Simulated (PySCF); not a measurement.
**A gas-phase reaction: BrH3OSi + H2O → H4O2Si + BrH**

Aim: the reaction energy of `O[SiH2]Br` + `O` → `O[SiH2]O` + `Br`.

Programs: PySCF 2.14.0. All values are calculated, for the isolated system unless a continuum is named. Atoms count from 0, parts from 1.

## (1) Starting point

Each species was relaxed by itself at PBE0-D3(BJ)/def2-SVPD.

## (2) Energies of the species: wB97M-D3(BJ)/def2-TZVPD

Job settings and geometry (Å):

```
{"job": {"kind": "react", "xc": "wB97M-D3(BJ)", "basis": "def2-TZVPD"}, "charge": 0, "multiplicity": 1}
-1 BrH3OSi charge 0 multiplicity 1
O      0.279760    -1.286740     0.242620
Si     0.071930     0.356520     0.113170
Br    -0.552730     0.915510    -1.958430
H     -0.438150    -1.868210    -0.020070
H     -1.001120     0.857360     1.011380
H      1.397520     0.955600     0.388290

-1 H2O charge 0 multiplicity 1
O     -0.008040     0.389310    -0.002860
H      0.766770    -0.178870     0.000350
H     -0.758700    -0.210400     0.002570

+1 H4O2Si charge 0 multiplicity 1
O      1.212040     0.511860    -0.515440
Si    -0.093820    -0.396000    -0.000620
O     -1.467620     0.522010    -0.168830
H      2.079870     0.302260    -0.164500
H     -0.320080    -1.580120    -0.866520
H      0.143930    -0.794710     1.419670
H     -1.511550     1.363810     0.290180

+1 BrH charge 0 multiplicity 1
Br     0.714930    -0.011780    -0.001760
H     -0.708560     0.015650     0.000940
```

Level: wB97M-D3(BJ)/def2-TZVPD reaction energy of separated species, gas phase.

On the command line:

```bash
> OMP_NUM_THREADS=1 python cluster_run.py task.json out
```

One launch serves the whole session: the jobs run in the order shown.

The program printed:

```text
species 1 (BrH3OSi)
coarse grid: 26344 points
cycle   1  E = -2940.7778330534  dE = -9.203e-01  |g| = 7.064e-01  |ddm| = 1.895e+00
cycle   2  E = -2940.7662031448  dE =  1.163e-02  |g| = 7.895e-01  |ddm| = 8.068e-01
cycle   3  E = -2940.8700274730  dE = -1.038e-01  |g| = 6.529e-02  |ddm| = 4.138e-01
cycle   4  E = -2940.8708047223  dE = -7.772e-04  |g| = 1.595e-02  |ddm| = 5.886e-02
cycle   5  E = -2940.8708751744  dE = -7.045e-05  |g| = 4.787e-03  |ddm| = 1.819e-02
cycle   6  E = -2940.8708814322  dE = -6.258e-06  |g| = 1.263e-03  |ddm| = 6.314e-03
final grid: 52328 points
cycle   7  E = -2940.8708127058  dE = -4.532e-07  |g| = 9.547e-04  |ddm| = 2.388e-03
cycle   8  E = -2940.8708127860  dE = -8.021e-08  |g| = 8.088e-04  |ddm| = 1.144e-03
cycle   9  E = -2940.8708128655  dE = -7.947e-08  |g| = 8.351e-05  |ddm| = 4.716e-04
cycle  10  E = -2940.8708128687  dE = -3.271e-09  |g| = 5.935e-05  |ddm| = 1.237e-04
cycle  11  E = -2940.8708128700  dE = -1.287e-09  |g| = 5.960e-06  |ddm| = 9.251e-05
cycle  12  E = -2940.8708128701  dE = -2.046e-11  |g| = 2.075e-06  |ddm| = 8.411e-06
converged SCF energy = -2940.8708128701

species 2 (H2O)
coarse grid: 10128 points
cycle   1  E = -76.4117497788  dE = -7.454e-02  |g| = 5.872e-01  |ddm| = 8.994e-01
cycle   2  E = -76.4087423697  dE =  3.007e-03  |g| = 6.461e-01  |ddm| = 5.038e-01
cycle   3  E = -76.4759334238  dE = -6.719e-02  |g| = 2.731e-02  |ddm| = 2.374e-01
cycle   4  E = -76.4760586275  dE = -1.252e-04  |g| = 5.497e-03  |ddm| = 1.609e-02
cycle   5  E = -76.4760673043  dE = -8.677e-06  |g| = 8.214e-04  |ddm| = 5.831e-03
final grid: 21952 points
cycle   6  E = -76.4760629992  dE = -1.975e-07  |g| = 5.847e-04  |ddm| = 1.373e-03
cycle   7  E = -76.4760630060  dE = -6.833e-09  |g| = 6.470e-04  |ddm| = 6.471e-04
cycle   8  E = -76.4760630697  dE = -6.372e-08  |g| = 3.200e-05  |ddm| = 2.237e-04
cycle   9  E = -76.4760630705  dE = -8.232e-10  |g| = 4.130e-06  |ddm| = 1.105e-04
converged SCF energy = -76.4760630705

species 3 (H4O2Si)
coarse grid: 26664 points
cycle   1  E = -442.4400147619  dE =  1.440e-01  |g| = 8.961e-01  |ddm| = 1.860e+00
cycle   2  E = -442.4088303976  dE =  3.118e-02  |g| = 1.039e+00  |ddm| = 9.831e-01
cycle   3  E = -442.5865598687  dE = -1.777e-01  |g| = 3.823e-02  |ddm| = 4.990e-01
cycle   4  E = -442.5869201762  dE = -3.603e-04  |g| = 1.037e-02  |ddm| = 4.851e-02
cycle   5  E = -442.5869486095  dE = -2.843e-05  |g| = 3.868e-03  |ddm| = 1.426e-02
cycle   6  E = -442.5869510762  dE = -2.467e-06  |g| = 1.939e-03  |ddm| = 3.711e-03
final grid: 55832 points
cycle   7  E = -442.5869010175  dE =  1.081e-08  |g| = 2.246e-03  |ddm| = 3.091e-03
cycle   8  E = -442.5869007031  dE =  3.144e-07  |g| = 2.675e-03  |ddm| = 2.109e-03
cycle   9  E = -442.5869018270  dE = -1.124e-06  |g| = 3.565e-05  |ddm| = 1.131e-03
cycle  10  E = -442.5869018282  dE = -1.208e-09  |g| = 1.259e-05  |ddm| = 1.044e-04
cycle  11  E = -442.5869018283  dE = -5.150e-11  |g| = 5.617e-06  |ddm| = 1.338e-05
converged SCF energy = -442.5869018283

species 4 (BrH)
coarse grid: 9808 points
cycle   1  E = -2574.7444815467  dE = -1.115e+00  |g| = 2.814e-01  |ddm| = 9.887e-01
cycle   2  E = -2574.7574487680  dE = -1.297e-02  |g| = 1.487e-01  |ddm| = 2.655e-01
cycle   3  E = -2574.7608846165  dE = -3.436e-03  |g| = 8.657e-03  |ddm| = 8.708e-02
cycle   4  E = -2574.7609219821  dE = -3.737e-05  |g| = 2.523e-03  |ddm| = 1.268e-02
cycle   5  E = -2574.7609264127  dE = -4.431e-06  |g| = 6.497e-04  |ddm| = 4.934e-03
final grid: 18448 points
cycle   6  E = -2574.7609110240  dE = -1.922e-07  |g| = 3.885e-04  |ddm| = 9.247e-04
cycle   7  E = -2574.7609110516  dE = -2.761e-08  |g| = 2.731e-04  |ddm| = 3.938e-04
cycle   8  E = -2574.7609110587  dE = -7.072e-09  |g| = 3.377e-05  |ddm| = 1.360e-04
cycle   9  E = -2574.7609110597  dE = -1.033e-09  |g| = 1.120e-05  |ddm| = 6.289e-05
cycle  10  E = -2574.7609110598  dE = -4.820e-11  |g| = 1.705e-06  |ddm| = 1.293e-05
converged SCF energy = -2574.7609110598

Reaction energy = -0.405 kcal/mol
```

Wall time 15 s (1 thread of Arm Neoverse V2, shared host); peak memory 0.63 GiB.

Species by species (with the dispersion term, which the log's SCF energies lack):

```
 ν    species  energy (Eh)  HOMO (eV)
-1  O[SiH2]Br  -2940.87605     -10.75
-1          O    -76.47682     -11.72
+1   O[SiH2]O   -442.59203     -11.07
+1         Br  -2574.76148     -11.15
```

## (3) Energies of the species: PBE0-D3(BJ)/def2-TZVPD

Same as in step 2 but for these lines:

```diff
@@ -1,2 +1,2 @@
-{"job": {"kind": "react", "xc": "wB97M-D3(BJ)", "basis": "def2-TZVPD"}, "charge": 0, "multiplicity": 1}
+{"job": {"kind": "react", "xc": "PBE0", "basis": "def2-TZVPD", "disp": "d3bj"}, "charge": 0, "multiplicity": 1}
 -1 BrH3OSi charge 0 multiplicity 1
```

Level: PBE0-D3(BJ)/def2-TZVPD reaction energy of separated species, gas phase.

The program printed:

```text
species 1 (BrH3OSi)
coarse grid: 26344 points
cycle   1  E = -2940.2188175729  dE = -8.822e-01  |g| = 7.491e-01  |ddm| = 1.950e+00
cycle   2  E = -2940.0336086506  dE =  1.852e-01  |g| = 1.224e+00  |ddm| = 1.039e+00
cycle   3  E = -2940.3089763029  dE = -2.754e-01  |g| = 1.069e-01  |ddm| = 7.161e-01
cycle   4  E = -2940.3110357719  dE = -2.059e-03  |g| = 2.225e-02  |ddm| = 8.729e-02
cycle   5  E = -2940.3111362031  dE = -1.004e-04  |g| = 1.334e-02  |ddm| = 2.958e-02
cycle   6  E = -2940.3111776292  dE = -4.143e-05  |g| = 1.260e-03  |ddm| = 1.111e-02
cycle   7  E = -2940.3111779656  dE = -3.364e-07  |g| = 3.296e-04  |ddm| = 1.332e-03
final grid: 52328 points
cycle   8  E = -2940.3111675192  dE = -2.126e-08  |g| = 3.057e-04  |ddm| = 1.449e-03
cycle   9  E = -2940.3111675229  dE = -3.736e-09  |g| = 2.836e-04  |ddm| = 4.185e-04
cycle  10  E = -2940.3111675363  dE = -1.334e-08  |g| = 9.752e-06  |ddm| = 1.907e-04
cycle  11  E = -2940.3111675363  dE = -1.273e-11  |g| = 3.419e-06  |ddm| = 9.948e-06
converged SCF energy = -2940.3111675363

species 2 (H2O)
coarse grid: 2328 points
cycle   1  E = -76.3044224554  dE = -5.302e-03  |g| = 6.571e-01  |ddm| = 9.011e-01
cycle   2  E = -76.1881988605  dE =  1.162e-01  |g| = 1.036e+00  |ddm| = 7.256e-01
cycle   3  E = -76.3820233614  dE = -1.938e-01  |g| = 3.132e-02  |ddm| = 4.396e-01
cycle   4  E = -76.3822056786  dE = -1.823e-04  |g| = 5.864e-03  |ddm| = 1.606e-02
cycle   5  E = -76.3822108179  dE = -5.139e-06  |g| = 7.850e-04  |ddm| = 2.507e-03
final grid: 21952 points
cycle   6  E = -76.3808944231  dE = -1.510e-05  |g| = 3.445e-03  |ddm| = 9.216e-03
cycle   7  E = -76.3808924615  dE =  1.962e-06  |g| = 4.747e-03  |ddm| = 3.312e-03
cycle   8  E = -76.3808961696  dE = -3.708e-06  |g| = 2.516e-04  |ddm| = 1.963e-03
cycle   9  E = -76.3808961802  dE = -1.060e-08  |g| = 2.388e-05  |ddm| = 1.098e-04
cycle  10  E = -76.3808961804  dE = -1.109e-10  |g| = 3.295e-06  |ddm| = 1.505e-05
converged SCF energy = -76.3808961804

species 3 (H4O2Si)
coarse grid: 6280 points
cycle   1  E = -442.0682245797  dE =  2.181e-01  |g| = 9.686e-01  |ddm| = 1.924e+00
cycle   2  E = -441.7579518752  dE =  3.103e-01  |g| = 1.606e+00  |ddm| = 1.323e+00
cycle   3  E = -442.2313851148  dE = -4.734e-01  |g| = 6.269e-02  |ddm| = 8.632e-01
cycle   4  E = -442.2322110569  dE = -8.259e-04  |g| = 1.686e-02  |ddm| = 5.063e-02
cycle   5  E = -442.2322457374  dE = -3.468e-05  |g| = 1.051e-02  |ddm| = 1.412e-02
cycle   6  E = -442.2322644742  dE = -1.874e-05  |g| = 1.332e-03  |ddm| = 5.417e-03
cycle   7  E = -442.2322648050  dE = -3.308e-07  |g| = 2.979e-04  |ddm| = 1.092e-03
final grid: 55832 points
cycle   8  E = -442.2309089824  dE = -2.242e-05  |g| = 4.693e-03  |ddm| = 2.259e-02
cycle   9  E = -442.2309043360  dE =  4.646e-06  |g| = 6.902e-03  |ddm| = 5.692e-03
cycle  10  E = -442.2309123070  dE = -7.971e-06  |g| = 3.349e-04  |ddm| = 3.449e-03
cycle  11  E = -442.2309123253  dE = -1.831e-08  |g| = 4.159e-05  |ddm| = 1.954e-04
cycle  12  E = -442.2309123255  dE = -2.325e-10  |g| = 1.534e-05  |ddm| = 3.137e-05
converged SCF energy = -442.2309123255

species 4 (BrH)
coarse grid: 9808 points
cycle   1  E = -2574.4494533876  dE = -1.081e+00  |g| = 2.724e-01  |ddm| = 1.042e+00
cycle   2  E = -2574.4540916701  dE = -4.638e-03  |g| = 1.699e-01  |ddm| = 2.601e-01
cycle   3  E = -2574.4588661930  dE = -4.775e-03  |g| = 3.007e-02  |ddm| = 1.194e-01
cycle   4  E = -2574.4590976910  dE = -2.315e-04  |g| = 4.156e-03  |ddm| = 2.212e-02
cycle   5  E = -2574.4591016935  dE = -4.003e-06  |g| = 1.311e-03  |ddm| = 4.270e-03
final grid: 18448 points
cycle   6  E = -2574.4591027734  dE = -7.033e-08  |g| = 1.375e-03  |ddm| = 2.024e-03
cycle   7  E = -2574.4591027877  dE = -1.432e-08  |g| = 1.399e-03  |ddm| = 1.791e-03
cycle   8  E = -2574.4591030086  dE = -2.209e-07  |g| = 5.149e-05  |ddm| = 8.398e-04
cycle   9  E = -2574.4591030093  dE = -6.658e-10  |g| = 1.027e-05  |ddm| = 4.413e-05
converged SCF energy = -2574.4591030093

Reaction energy = 1.774 kcal/mol
```

Wall time 6.8 s (1 thread of Arm Neoverse V2, shared host); peak memory 0.58 GiB.

Reaction energy at this level: 1.77 kcal/mol.

## (4) Reaction energy: MP2/def2-TZVPD

Same as in step 3 but for these lines:

```diff
@@ -1,2 +1,2 @@
-{"job": {"kind": "react", "xc": "PBE0", "basis": "def2-TZVPD", "disp": "d3bj"}, "charge": 0, "multiplicity": 1}
+{"job": {"kind": "react", "xc": "MP2", "basis": "def2-TZVPD"}, "charge": 0, "multiplicity": 1}
 -1 BrH3OSi charge 0 multiplicity 1
```

With the program's defaults for keys left out, this is: MP2/def2-TZVPD reaction energy of separated species, gas phase.

The program printed:

```text
species 1 (BrH3OSi)
final grid: 52328 points
cycle   1  E = -2938.0340579008  dE = -9.988e-01  |g| = 5.486e-01  |ddm| = 1.845e+00
cycle   2  E = -2938.0849467180  dE = -5.089e-02  |g| = 3.268e-01  |ddm| = 5.083e-01
cycle   3  E = -2938.1038493793  dE = -1.890e-02  |g| = 4.834e-02  |ddm| = 1.918e-01
cycle   4  E = -2938.1045476289  dE = -6.982e-04  |g| = 1.265e-02  |ddm| = 5.463e-02
cycle   5  E = -2938.1046083182  dE = -6.069e-05  |g| = 3.184e-03  |ddm| = 1.626e-02
cycle   6  E = -2938.1046132192  dE = -4.901e-06  |g| = 1.015e-03  |ddm| = 4.729e-03
cycle   7  E = -2938.1046138900  dE = -6.707e-07  |g| = 3.523e-04  |ddm| = 1.594e-03
cycle   8  E = -2938.1046139813  dE = -9.132e-08  |g| = 1.057e-04  |ddm| = 6.038e-04
cycle   9  E = -2938.1046139886  dE = -7.344e-09  |g| = 1.944e-05  |ddm| = 2.075e-04
cycle  10  E = -2938.1046139889  dE = -2.915e-10  |g| = 3.878e-06  |ddm| = 4.628e-05
converged SCF energy = -2938.1046139889

species 2 (H2O)
final grid: 21952 points
cycle   1  E = -76.0248944341  dE = -1.467e-01  |g| = 4.364e-01  |ddm| = 8.776e-01
cycle   2  E = -76.0503805312  dE = -2.549e-02  |g| = 2.594e-01  |ddm| = 2.972e-01
cycle   3  E = -76.0608896122  dE = -1.051e-02  |g| = 2.594e-02  |ddm| = 1.025e-01
cycle   4  E = -76.0610469718  dE = -1.574e-04  |g| = 5.694e-03  |ddm| = 1.523e-02
cycle   5  E = -76.0610613396  dE = -1.437e-05  |g| = 1.176e-03  |ddm| = 5.302e-03
cycle   6  E = -76.0610622294  dE = -8.897e-07  |g| = 2.235e-04  |ddm| = 1.658e-03
cycle   7  E = -76.0610622661  dE = -3.670e-08  |g| = 3.304e-05  |ddm| = 3.733e-04
cycle   8  E = -76.0610622668  dE = -6.656e-10  |g| = 4.159e-06  |ddm| = 3.886e-05
converged SCF energy = -76.0610622668

species 3 (H4O2Si)
final grid: 55832 points
cycle   1  E = -441.0731898955  dE =  1.821e-02  |g| = 6.790e-01  |ddm| = 1.819e+00
cycle   2  E = -441.1373306753  dE = -6.414e-02  |g| = 4.224e-01  |ddm| = 5.742e-01
cycle   3  E = -441.1667774670  dE = -2.945e-02  |g| = 4.739e-02  |ddm| = 2.166e-01
cycle   4  E = -441.1674720175  dE = -6.946e-04  |g| = 8.558e-03  |ddm| = 5.609e-02
cycle   5  E = -441.1675025902  dE = -3.057e-05  |g| = 1.648e-03  |ddm| = 1.440e-02
cycle   6  E = -441.1675039415  dE = -1.351e-06  |g| = 6.023e-04  |ddm| = 3.112e-03
cycle   7  E = -441.1675040650  dE = -1.235e-07  |g| = 2.419e-04  |ddm| = 6.115e-04
cycle   8  E = -441.1675040878  dE = -2.279e-08  |g| = 6.045e-05  |ddm| = 2.613e-04
cycle   9  E = -441.1675040898  dE = -1.968e-09  |g| = 1.366e-05  |ddm| = 9.939e-05
cycle  10  E = -441.1675040899  dE = -1.158e-10  |g| = 3.055e-06  |ddm| = 2.784e-05
converged SCF energy = -441.1675040899

species 4 (BrH)
final grid: 18448 points
cycle   1  E = -2572.9852620234  dE = -1.144e+00  |g| = 2.202e-01  |ddm| = 9.639e-01
cycle   2  E = -2572.9999184997  dE = -1.466e-02  |g| = 7.760e-02  |ddm| = 2.157e-01
cycle   3  E = -2573.0014422887  dE = -1.524e-03  |g| = 1.588e-02  |ddm| = 5.815e-02
cycle   4  E = -2573.0016141898  dE = -1.719e-04  |g| = 5.005e-03  |ddm| = 1.886e-02
cycle   5  E = -2573.0016333159  dE = -1.913e-05  |g| = 1.691e-03  |ddm| = 6.805e-03
cycle   6  E = -2573.0016347190  dE = -1.403e-06  |g| = 3.418e-04  |ddm| = 2.059e-03
cycle   7  E = -2573.0016347927  dE = -7.364e-08  |g| = 5.979e-05  |ddm| = 6.414e-04
cycle   8  E = -2573.0016347941  dE = -1.412e-09  |g| = 8.468e-06  |ddm| = 8.660e-05
cycle   9  E = -2573.0016347941  dE = -5.093e-11  |g| = 1.310e-06  |ddm| = 1.889e-05
converged SCF energy = -2573.0016347941

Reaction energy = 0.451 kcal/mol
```

Wall time 3.1 s (1 thread of Arm Neoverse V2, shared host); peak memory 0.42 GiB.

Reaction energy at this level: 0.45 kcal/mol.

## (5) Comparing the runs

Energies in kcal/mol, with wall time:

```
                    run  reaction   time
wB97M-D3(BJ)/def2-TZVPD     -0.41   15 s
 PBE0-D3(BJ)/def2-TZVPD      1.77  6.8 s
         MP2/def2-TZVPD      0.45  3.1 s
```

## (6) Outcome

```
                                                quantity                   value
               reaction energy (wB97M-D3(BJ)/def2-TZVPD)          -0.41 kcal/mol
                     ΔH, ΔG at 298 K (xTB thermal terms)     -2.3, -2.1 kcal/mol
range of the reaction energy over the runs of this table  -0.41 to 1.77 kcal/mol
```

What this shows: The reaction is exothermic by 2.3 kcal/mol in the gas phase; dispersion gives +0.18, and xTB itself gave -5.39 for the electronic energy (xTB energies and thermal terms come from the earlier relaxation of each species, not shown). No barrier was sought. The reaction energy runs from -0.41 (wB97M-D3(BJ)/def2-TZVPD) to 1.77 kcal/mol (PBE0-D3(BJ)/def2-TZVPD).
